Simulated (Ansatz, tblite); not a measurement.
# The cluster Cr₅O₁₅: a ladder of methods and basis sets

Aim: run the singlet of the cluster Cr₅O₁₅ at one geometry on many levels, and compare frontier levels, spin and run time.

Program: Ansatz 0.2.0, Gaussian basis. Level of theory: as each input shows. These are calculated values, not measurements.

The runs, in order: GFN1-xTB, GFN2-xTB, PBE-D4/def2-TZVP, r2SCAN-D4/def2-TZVP, LDA/def2-TZVP, PBE-D4/def2-SVP, PBE0-D4/def2-SVP, HF/STO-3G, MP2/def2-SVP, RPA/def2-SVP.

4 further runs of the same task are left out: 2 that didn't finish, 2 set aside as unsound or not needed.

### 1 The geometry

The singlet was relaxed beforehand with r2SCAN-D4/def2-SVP. At that level it is the lowest of the isomers that a small search found.

20 atoms, charge 0, spin multiplicity 1.

Bond lengths: Cr1–O6 1.683 Å, Cr1–O9 1.766 Å, Cr1–O10 1.757 Å, Cr1–O11 1.979 Å, Cr1–O16 1.819 Å, Cr1–O18 1.821 Å, Cr2–O12 1.908 Å, Cr2–O13 1.683 Å, Cr2–O14 1.781 Å, Cr2–O20 1.702 Å, Cr3–O12 1.926 Å, Cr3–O15 1.717 Å, Cr3–O17 1.538 Å, Cr3–O20 1.804 Å, Cr4–O7 1.559 Å, Cr4–O8 1.557 Å, Cr4–O13 1.797 Å, Cr5–O6 1.839 Å and more. Angles: O6–Cr1–O9 109.7°, O6–Cr1–O10 109.4°, O6–Cr1–O11 83.9°, O6–Cr1–O16 110.9°, O6–Cr1–O18 106.9°, O9–Cr1–O10 138.9°, O9–Cr1–O11 86.3°, O9–Cr1–O16 126.5°, O9–Cr1–O18 45.2°, O10–Cr1–O11 85.9°, O10–Cr1–O16 45.2°, O10–Cr1–O18 130.1°, O11–Cr1–O16 131.1°, O11–Cr1–O18 131.4°, O16–Cr1–O18 90.1°, O12–Cr2–O13 139.8°, O12–Cr2–O14 45.9°, O12–Cr2–O20 98.3° and more.

No spin-orbit coupling is included.

PBE0-D4/def2-TZVP was run before; its log isn't repeated, and its numbers join the tables.

### 2 GFN1-xTB

Tight binding, by tblite at 300 K electronic temperature and without a spin-polarisation term:

```python
tblite.interface.Calculator('GFN1-xTB', numbers, positions, charge=0, uhf=0).singlepoint()
```

Energy -2157.8212 eV, HOMO -14.95 eV, LUMO -14.74 eV; 0.1 s.

### 3 GFN2-xTB

Tight binding, by tblite at 300 K electronic temperature and without a spin-polarisation term:

```python
tblite.interface.Calculator('GFN2-xTB', numbers, positions, charge=0, uhf=0).singlepoint()
```

Energy -1933.3848 eV, HOMO -12.19 eV, LUMO -12.15 eV; 0.18 s.

### 4 PBE-D4/def2-TZVP

start.molden holds the orbitals of an earlier run on this state, given as this run's starting guess.

Input file in.yaml:

```yaml
crystal:
  periodic: [false, false, false]
  atoms:
    - {symbol: Cr, position_ang: [0.982873, -1.026923, -1.886448]}
    - {symbol: Cr, position_ang: [-1.400829, 1.486158, 1.352986]}
    - {symbol: Cr, position_ang: [-0.536144, -0.451563, 2.522415]}
    - {symbol: Cr, position_ang: [-1.068512, 3.356405, -0.351074]}
    - {symbol: Cr, position_ang: [1.315936, -2.178554, 0.437573]}
    - {symbol: O, position_ang: [0.201146, -2.242555, -1.023946]}
    - {symbol: O, position_ang: [-1.743386, 2.775312, -1.630292]}
    - {symbol: O, position_ang: [0.477782, 3.529808, -0.412483]}
    - {symbol: O, position_ang: [0.399049, 0.552760, -1.353387]}
    - {symbol: O, position_ang: [2.353390, -1.711206, -2.747150]}
    - {symbol: O, position_ang: [2.180529, -0.972021, -0.312130]}
    - {symbol: O, position_ang: [-2.183129, -0.243619, 1.545206]}
    - {symbol: O, position_ang: [-1.861470, 3.100582, 1.241283]}
    - {symbol: O, position_ang: [-1.765276, 0.157958, 0.224016]}
    - {symbol: O, position_ang: [0.282337, -1.762290, 1.772972]}
    - {symbol: O, position_ang: [1.289402, -1.543292, -3.603963]}
    - {symbol: O, position_ang: [-0.806144, -0.567537, 4.031938]}
    - {symbol: O, position_ang: [-0.304039, 0.126750, -2.460511]}
    - {symbol: O, position_ang: [2.044948, -3.515241, 0.676109]}
    - {symbol: O, position_ang: [0.141548, 1.129068, 1.976887]}
basis:
  gaussian: {orbitals: def2-TZVP, fitting: {mean_field: def2-universal-jkfit}, initial_orbitals: start.molden}
hamiltonian: {xc: pbe, dispersion: d4}
scf: {omitted_lower_state_checks: [starts]}
output: {forces: true, orbitals: {seedname: orbitals}}
```

The run is started by

```sh
$ ansatz run in.yaml --threads 2 --pin off --events-out ev --progress --plain --max-ram 22528MiB --backend cuda --devices 0, --max-vram 18GiB
```

Further steps of the session: r2SCAN-D4/def2-TZVP; LDA/def2-TZVP; PBE-D4/def2-SVP; PBE0-D4/def2-SVP; HF/STO-3G; MP2/def2-SVP; RPA/def2-SVP.

Q: Predict the results of all the runs planned. Wanted: gap in def2-TZVP, named functionals, smallest and largest; correlation energy, MP2/def2-SVP; binding an atom, functionals in def2-TZVP; PBE0 total energy, smallest basis above largest.

The runs gave:

```
                                                 quantity                             value
gap in def2-TZVP, named functionals, smallest and largest  0.02 eV (LDA), 1.47 eV (PBE0-D4)
                         correlation energy, MP2/def2-SVP                        -154.05 eV
                binding an atom, functionals in def2-TZVP   3.39 (PBE0-D4) to 5.37 eV (LDA)
          PBE0 total energy, smallest basis above largest    58.48 eV (def2-SVP, def2-TZVP)
```

In words: Orbital gaps of the named functionals in def2-TZVP span 0.02 eV (LDA) to 1.47 eV (PBE0-D4); exact exchange widens it.
